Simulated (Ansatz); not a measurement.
# C2H7NSSi: the cost of one run

Program: Ansatz 0.2.0. Level of theory: RKS r2SCAN-D4/def2-SVP. These are calculated values, not measurements.

## 1. The system as given

Bond lengths: N1–C2 1.426 Å, C2–Si3 1.894 Å, C2–C4 1.441 Å, C2–S5 1.745 Å, C4–S5 1.697 Å, N1–H6 1.086 Å, N1–H7 1.038 Å, Si3–H8 1.484 Å, Si3–H9 1.539 Å, Si3–H10 1.509 Å, C4–H11 1.165 Å, C4–H12 1.083 Å. Angles (14 of 22 angles, heavy atoms first): N1–C2–Si3 116.0°, N1–C2–C4 123.3°, N1–C2–S5 114.2°, Si3–C2–C4 114.1°, Si3–C2–S5 115.0°, C4–C2–S5 63.5°, C2–C4–S5 67.0°, C2–S5–C4 49.5°, C2–N1–H6 109.6°, C2–N1–H7 113.1°, C2–Si3–H8 113.6°, C2–Si3–H9 111.3°, C2–Si3–H10 111.2°, C2–C4–H11 118.1°.

Structure file:

```xyz
12

N    -0.4925    1.5346    0.3020
C    -0.1961    0.2070   -0.1273
Si    1.3771   -0.5643    0.5909
C    -1.2095   -0.7524   -0.4876
S    -0.4384   -0.0639   -1.8339
H    -1.3296    1.9244   -0.2705
H     0.2475    2.2183    0.0521
H     1.6867   -1.9072    0.0398
H     1.2938   -0.6802    2.1231
H     2.5819    0.3037    0.3249
H    -2.3254   -0.4538   -0.3397
H    -1.1184   -1.8214   -0.3396
```

## 2. Relaxing end A

input.yaml

```yaml
crystal:
  periodic: [false, false, false]
  atoms:
    - { symbol: "N", position_ang: [-0.4925, 1.5346, 0.302] }
    - { symbol: C, position_ang: [-0.1961, 0.207, -0.1273] }
    - { symbol: Si, position_ang: [1.3771, -0.5643, 0.5909] }
    - { symbol: C, position_ang: [-1.2095, -0.7524, -0.4876] }
    - { symbol: S, position_ang: [-0.4384, -0.0639, -1.8339] }
    - { symbol: H, position_ang: [-1.3296, 1.9244, -0.2705] }
    - { symbol: H, position_ang: [0.2475, 2.2183, 0.0521] }
    - { symbol: H, position_ang: [1.6867, -1.9072, 0.0398] }
    - { symbol: H, position_ang: [1.2938, -0.6802, 2.1231] }
    - { symbol: H, position_ang: [2.5819, 0.3037, 0.3249] }
    - { symbol: H, position_ang: [-2.3254, -0.4538, -0.3397] }
    - { symbol: H, position_ang: [-1.1184, -1.8214, -0.3396] }
basis:
  gaussian: { orbitals: def2-SVP }
hamiltonian:
  xc: r2scan
  dispersion: d4
relax:
  f_tol: 0.015
  max_steps: 40
```

Command:

```console
ansatz run input.yaml --threads 2 --pin off --max-ram 3072MiB --backend cpu --events-out ev --progress --plain --runs-dir out
```

Q: Estimate wall time and peak memory on 2 threads of Arm Neoverse V1, shared host.

About 62 s, with a peak of 0.18 GiB.
